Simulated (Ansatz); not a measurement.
Geometry optimisation, DFT PBE, scalar-relativistic, plane waves, PAW (Ansatz 0.2.0).

Input:

```yaml
crystal:
  lattice:
    - [0.0, 5.43, 5.43]
    - [5.43, 0.0, 5.43]
    - [5.43, 5.43, 0.0]
  atoms:
    - { symbol: Si, position: [0.0, 0.0, 0.0] }
    - { symbol: Si, position: [0.125, 0.125, 0.125] }
    - { symbol: Si, position: [0.0, 0.0, 0.5] }
    - { symbol: Si, position: [0.125, 0.125, 0.625] }
    - { symbol: Si, position: [0.0, 0.5, 0.0] }
    - { symbol: Si, position: [0.125, 0.625, 0.125] }
    - { symbol: Si, position: [0.0, 0.5, 0.5] }
    - { symbol: Si, position: [0.125, 0.625, 0.625] }
    - { symbol: Si, position: [0.5, 0.0, 0.0] }
    - { symbol: Si, position: [0.625, 0.125, 0.125] }
    - { symbol: Si, position: [0.5, 0.0, 0.5] }
    - { symbol: Si, position: [0.625, 0.125, 0.625] }
    - { symbol: Si, position: [0.5, 0.5, 0.0] }
    - { symbol: Si, position: [0.625, 0.625, 0.125] }
    - { symbol: Si, position: [0.5, 0.5, 0.5] }
    - { symbol: Si, position: [0.625, 0.625, 0.625] }
    - { symbol: Al, position: [0.32471274, 1.06007396, 0.80834193], spin: 1.0 }
magnetization:
  spin_polarized: true
basis:
  ecutwfc: 420.0
kpoints:
  mp_grid: { grid: [2, 2, 2] }
hamiltonian:
  xc: pbe
  pseudopotentials: { kind: paw, azcp: { folder: soft_1 } }
scf:
  occupations: { method: gaussian, width: 0.02 }
  lower_state_search: "off"
relax:
  f_tol: 0.03
  max_steps: 60
  adjacent_minimum: "off"
```

Run as:

```bash
$ ansatz run input.yaml --threads 2 --pin off --max-ram 5120MiB --backend cpu --events-out ev --progress --plain --runs-dir out
```

Task: Where does it end, and by what steps?

Result: The run converged. The force dipped under the threshold on the way, but the program's further checks kept it going. Limits of this set-up: coarse k mesh, a small cell, in which the defect meets its images. After 14 steps the energy has fallen by 2.130 eV; Al17 moved furthest, 1.09 Å. Joined: Si6–Al17 (3.56 → 2.72 Å), Si13–Al17 (3.51 → 2.43 Å), Si14–Al17 (3.49 → 2.74 Å), Si16–Al17 (3.50 → 2.74 Å).

```csv
step,energy less start (eV),largest force component (eV/Å),accepted
0,0.0000,3.380,yes
1,-1.0014,1.342,yes
2,-1.3261,0.255,yes
3,-1.4043,0.301,yes
4,-1.5460,0.449,yes
5,-1.6885,0.278,yes
6,-1.8429,0.427,yes
7,-2.0370,0.312,yes
8,-2.1049,0.269,yes
9,-2.1284,0.036,yes
10,-2.1285,0.041,yes
11,-2.1289,0.018,yes
12,-2.1294,0.019,yes
13,-2.1296,0.013,yes
14,-2.1296,0.014,yes
```

```xyz
17
Lattice="0.0000 5.4300 5.4300 5.4300 0.0000 5.4300 5.4300 5.4300 0.0000" Properties=species:S:1:pos:R:3
Si 0.093 -0.093 0.010
Si 1.416 1.320 1.401
Si 2.740 2.691 0.030
Si 4.111 4.014 1.401
Si 2.738 -0.052 2.772
Si 4.110 1.320 4.110
Si 5.482 2.692 2.772
Si 6.826 4.034 4.117
Si 0.093 2.734 2.790
Si 1.395 4.035 4.116
Si 2.697 5.337 2.790
Si 4.110 6.750 4.120
Si 2.698 2.733 5.440
Si 4.110 4.057 6.830
Si 5.482 5.379 5.459
Si 6.804 6.750 6.830
Al 9.540 6.750 6.830
```

Whether the end is a true minimum wasn't checked by a vibrational analysis.

The run took 100 s on 2 threads of Arm Neoverse V2, with other jobs on the host, peak memory 0.69 GiB.
